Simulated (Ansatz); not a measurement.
# CH5ClOSn: the cost of one run

Program: Ansatz 0.2.0. Level of theory: RHF/def2-SVP. These are calculated values, not measurements.

### 1 The starting structure

Bond lengths: Sn1–H2 1.740 Å, Sn1–Cl3 2.410 Å, Sn1–O4 1.959 Å, O4–H5 1.010 Å, Sn1–C6 2.148 Å, C6–H7 1.110 Å, C6–H8 1.110 Å, C6–H9 1.110 Å. Angles: H2–Sn1–Cl3 109.4°, H2–Sn1–O4 109.5°, H2–Sn1–C6 109.5°, Cl3–Sn1–O4 109.5°, Cl3–Sn1–C6 109.5°, O4–Sn1–C6 109.5°, Sn1–O4–H5 109.5°, Sn1–C6–H7 109.5°, Sn1–C6–H8 109.5°, Sn1–C6–H9 109.5°, H7–C6–H8 109.4°, H7–C6–H9 109.4°, H8–C6–H9 109.4°.

Structure file:

```xyz
9

Sn    0.0000    0.0000    0.0000
H     0.0000    0.0000    1.7400
Cl    2.2726    0.0000   -0.8025
O    -0.9232    1.5994   -0.6527
H    -1.8810    1.3686   -0.8751
C    -1.0126   -1.7544   -0.7160
H    -1.5123   -2.2661    0.1329
H    -1.7727   -1.4617   -1.4701
H    -0.2768   -2.4431   -1.1811
```

### 2 Relaxing the start

Input file input.yaml:

```yaml
crystal:
  periodic: [false, false, false]
  atoms:
    - { symbol: Sn, position_ang: [0.0, 0.0, 0.0] }
    - { symbol: H, position_ang: [0.0, 0.0, 1.74] }
    - { symbol: Cl, position_ang: [2.2726, 0.0, -0.8025] }
    - { symbol: O, position_ang: [-0.9232, 1.5994, -0.6527] }
    - { symbol: H, position_ang: [-1.881, 1.3686, -0.8751] }
    - { symbol: C, position_ang: [-1.0126, -1.7544, -0.716] }
    - { symbol: H, position_ang: [-1.5123, -2.2661, 0.1329] }
    - { symbol: H, position_ang: [-1.7727, -1.4617, -1.4701] }
    - { symbol: H, position_ang: [-0.2768, -2.4431, -1.1811] }
basis:
  gaussian: { orbitals: def2-SVP }
hamiltonian:
  xc: hf
relax:
  f_tol: 0.02
  max_steps: 40
```

Command:

```
$ ansatz run input.yaml --threads 1 --pin off --max-ram 2048MiB --backend cpu --events-out ev --progress --plain --runs-dir out
```

What time and memory should one allow on 1 thread of Arm Neoverse V2, shared host?

About 77 s, with a peak of 0.2 GiB.
